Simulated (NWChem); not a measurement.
**CH4OSSi (SMILES CS[Si]O): levels of theory compared**

Wanted: a comparison of 4 runs (HF/STO-3G, HF/3-21G, B3LYP/6-31G*) of CH4OSSi. 

The results are computed with NWChem 7.3.0.

## 1. The molecule

CH4OSSi has 8 atoms, charge 0, and is taken as a singlet. As SMILES, `CS[Si]O`. Geometry: relaxed at PBE0-D4/def2-TZVP. This is a higher conformer, about 8 kJ/mol above the lowest found by a separate search.

Bond lengths: C1–S2 1.813 Å, S2–Si3 2.160 Å, Si3–O4 1.651 Å, C1–H5 1.091 Å, C1–H6 1.089 Å, C1–H7 1.091 Å, O4–H8 0.961 Å. Angles: C1–S2–Si3 107.1°, S2–Si3–O4 103.8°, S2–C1–H5 111.2°, S2–C1–H6 107.4°, S2–C1–H7 111.2°, Si3–O4–H8 121.8°, H5–C1–H6 108.2°, H5–C1–H7 110.5°, H6–C1–H7 108.2°.

## 2. Energy and gradient at HF/STO-3G (run 1)

test.nw reads:

```
START test
memory total 2200 mb

GEOMETRY noautosym nocenter noautoz
   C      0.724400     0.538800    -0.590400
   S     -0.196900    -0.844100    -1.315700
   Si    -1.496600    -1.621200     0.224800
   O     -1.178800    -0.661400     1.529900
   H      1.342300     0.206500     0.245200
   H      1.381900     0.933200    -1.364100
   H      0.052500     1.338200    -0.274000
   H     -0.536700     0.052800     1.488400
END

BASIS spherical bse
   * library STO-3G
END

SCF
   thresh 1e-08
   maxiter 80
END

TASK scf gradient
```

The run is started by

```bash
$ nwchem test.nw > test.out
```

Standard output:

```text
[...]
  functions       =    32
[...]
  wavefunction    = RHF
[...]
         Total SCF energy =   -792.355828191273
      One-electron energy =  -1513.431053518608
      Two-electron energy =    515.164327030350
 Nuclear repulsion energy =    205.910898296985
        Time for solution =      2.6s
[...]
                         RHF ENERGY GRADIENTS
    atom               coordinates                        gradient
                 x          y          z           x          y          z
   1 C       1.368918   1.018184  -1.115694    0.007632   0.012094   0.007542
   2 S      -0.372087  -1.595118  -2.486312    0.004752  -0.000418  -0.012728
   3 Si     -2.828164  -3.063624   0.424810   -0.010202  -0.010659   0.002112
   4 O      -2.227609  -1.249865   2.891092    0.020148   0.024443   0.003182
   5 H       2.536579   0.390228   0.463361    0.001180  -0.007348   0.001020
   6 H       2.611412   1.763492  -2.577775    0.001257  -0.000851  -0.004979
   7 H       0.099211   2.528831  -0.517785   -0.007167   0.000005  -0.002316
   8 H      -1.014216   0.099778   2.812668   -0.017600  -0.017265   0.006167
[...]
```

Wall time 4.8 s (1 thread of Intel Xeon Platinum 8259CL at 2.50GHz (Skylake/Cascade Lake), shared host); peak memory 0.097 GiB.

## 3. Energy and gradient at HF/3-21G (run 2)

work.nw reads:

```
start work
memory 2200 mb

geometry units angstroms noautosym nocenter noautoz
 C        0.724400       0.538800      -0.590400
 S       -0.196900      -0.844100      -1.315700
 Si      -1.496600      -1.621200       0.224800
 O       -1.178800      -0.661400       1.529900
 H        1.342300       0.206500       0.245200
 H        1.381900       0.933200      -1.364100
 H        0.052500       1.338200      -0.274000
 H       -0.536700       0.052800       1.488400
end

basis spherical bse
 * library 3-21G
end

scf
 thresh 1e-08
 maxiter 80
 print low
end

task scf gradient
```

The run is started by

```bash
$ nwchem work.nw > work.out
```

Standard output:

```text
[...]
  functions       =    52
[...]
  wavefunction    = RHF
[...]
         Total SCF energy =   -797.424743995559
      One-electron energy =  -1512.645548575563
      Two-electron energy =    509.309906283019
 Nuclear repulsion energy =    205.910898296985
        Time for solution =      3.2s
[...]
                         RHF ENERGY GRADIENTS
    atom               coordinates                        gradient
                 x          y          z           x          y          z
   1 C       1.368918   1.018184  -1.115694   -0.020840  -0.029023  -0.011372
   2 S      -0.372087  -1.595118  -2.486312   -0.004243   0.009767   0.031934
   3 Si     -2.828164  -3.063624   0.424810    0.032329   0.031570  -0.011619
   4 O      -2.227609  -1.249865   2.891092   -0.010047  -0.010310   0.002564
   5 H       2.536579   0.390228   0.463361    0.003430  -0.003013   0.005507
   6 H       2.611412   1.763492  -2.577775    0.004607   0.002402  -0.006210
   7 H       0.099211   2.528831  -0.517785   -0.005173   0.004560   0.002064
   8 H      -1.014216   0.099778   2.812668   -0.000063  -0.005952  -0.012867
 Task  times  cpu:        4.8s     wall:        4.8s
 Total times  cpu:        4.8s     wall:        4.8s
```

Wall time 5.4 s (1 thread of Intel Xeon Platinum 8259CL at 2.50GHz (Skylake/Cascade Lake), shared host); peak memory 0.097 GiB.

Run 3 isn't shown in full; the table further down has it.

## 4. Energy and forces at B3LYP/6-31G(d) (Cartesian functions) (run 4)

a.nw reads:

```
START a
TITLE "CH4OSSi B3LYP"
memory stack 880 mb heap 220 mb global 1100 mb

GEOMETRY units angstroms noautosym nocenter noautoz
C     0.724400    0.538800   -0.590400
S    -0.196900   -0.844100   -1.315700
Si   -1.496600   -1.621200    0.224800
O    -1.178800   -0.661400    1.529900
H     1.342300    0.206500    0.245200
H     1.381900    0.933200   -1.364100
H     0.052500    1.338200   -0.274000
H    -0.536700    0.052800    1.488400
END

BASIS
* library 6-31G*
END

DFT
xc b3lyp
grid xfine
convergence energy 1e-08
iterations 100
mulliken
END

TASK dft gradient
```

The run is started by

```bash
$ nwchem a.nw > a.out
```

Standard output:

```text
[...]
          Wavefunction type:  closed shell.
          No. of atoms     :     8
          No. of electrons :    48
[...]
          Charge           :     0
          Spin multiplicity:     1
[...]
          AO basis - number of functions:    76
[...]
              XC Information
              --------------
                         B3LYP Method XC Potential
                     Hartree-Fock (Exact) Exchange  0.200
                        Slater Exchange Functional  0.800 local
                    Becke 1988 Exchange Functional  0.720 non-local
              Lee-Yang-Parr Correlation Functional  0.810
                  VWN I RPA Correlation Functional  0.190 local
[...]
 d= 0,ls=0.0,diis     1   -803.3805157685 -1.01D+03  1.61D-02  7.74D-01     5.5
[...]
 d= 0,ls=0.0,diis    10   -803.4534499516 -2.89D-09  4.10D-07  6.91D-10    39.9
         Total DFT energy =     -803.453449951607
      One electron energy =    -1518.403124745700
           Coulomb energy =      571.201006284485
    Exchange-Corr. energy =      -62.162229787377
 Nuclear repulsion energy =      205.910898296985
[...]
      Total Density - Mulliken Population Analysis
     ---------------------------------------------
    Atom       Charge   Shell Charges
 -----------   ------   -------------------------------------------------------
    1 C    6     6.62   1.99  0.68  2.10  0.71  1.10  0.03
    2 S   16    16.15   2.00  1.99  5.97  1.40  3.05  0.50  1.22  0.01
    3 Si  14    13.55   2.00  1.99  5.96  1.29  1.31  0.62  0.28  0.09
    4 O    8     8.68   1.99  0.91  2.94  0.91  1.90  0.04
    5 H    1     0.82   0.52  0.29
    6 H    1     0.79   0.52  0.27
    7 H    1     0.82   0.52  0.29
    8 H    1     0.58   0.47  0.11
[...]
  wavefunction    = closed shell
                         DFT ENERGY GRADIENTS
    atom               coordinates                        gradient
                 x          y          z           x          y          z
   1 C       1.368918   1.018184  -1.115694   -0.003715  -0.005330  -0.002275
   2 S      -0.372087  -1.595118  -2.486312    0.000837   0.006185   0.011450
   3 Si     -2.828164  -3.063624   0.424810    0.008046   0.010683   0.003268
   4 O      -2.227609  -1.249865   2.891092    0.002873  -0.000875  -0.009049
   5 H       2.536579   0.390228   0.463361   -0.001647  -0.000530  -0.001930
   6 H       2.611412   1.763492  -2.577775   -0.001356  -0.001258   0.000623
   7 H       0.099211   2.528831  -0.517785    0.000359  -0.002271  -0.001101
   8 H      -1.014216   0.099778   2.812668   -0.005396  -0.006605  -0.000987
[...]
```

It took 54 s on 1 thread of Intel Xeon Platinum 8259CL at 2.50GHz (Skylake/Cascade Lake), shared host; peak memory 0.13 GiB.

## 5. The series

| run | level | iteration cap | module | energy (Eh) | dipole moment (D) | HOMO energy (eV) | LUMO energy (eV) | wall time |
| --- | --- | --- | --- | --- | --- | --- | --- | --- |
| 1 | HF/STO-3G | 80 | scf | -792.355828 | 1.00 | -6.10 | 6.61 | 4.8 s |
| 2 | HF/3-21G | 80 | scf | -797.424744 | – | – | – | 5.4 s |
| 3 | B3LYP/6-31G* (spherical functions) | 100 | dft | -803.446866 | 3.02 | -6.58 | -1.58 | 56 s |
| 4 | B3LYP/6-31G* (Cartesian functions) | 100 | dft | -803.453450 | 3.01 | -6.59 | -1.58 | 54 s |

## 6. Summary of results

| quantity | value |
| --- | --- |
| run 4: total energy | -803.45345 Eh |
| run 4: dipole moment | 3.01 D |
| run 4: HOMO energy | -6.59 eV |
| run 4: LUMO energy | -1.58 eV |
| run 4: HOMO–LUMO gap | 5.01 eV |
| run 4: largest force on an atom | 0.708 eV/Å |

**Reading.** Over runs 1, 3, 4 the dipole moment (its size) runs from 1.00 D (HF/STO-3G) to 3.02 D (B3LYP/6-31G*). The two ends differ in method and basis. Over runs 1, 3, 4 the HOMO–LUMO gap runs from 5.01 eV (B3LYP/6-31G*) to 12.71 eV (HF/STO-3G). In run 1 the basis is minimal, so the values are rough. All runs together took 2 min, the longest 56 s.
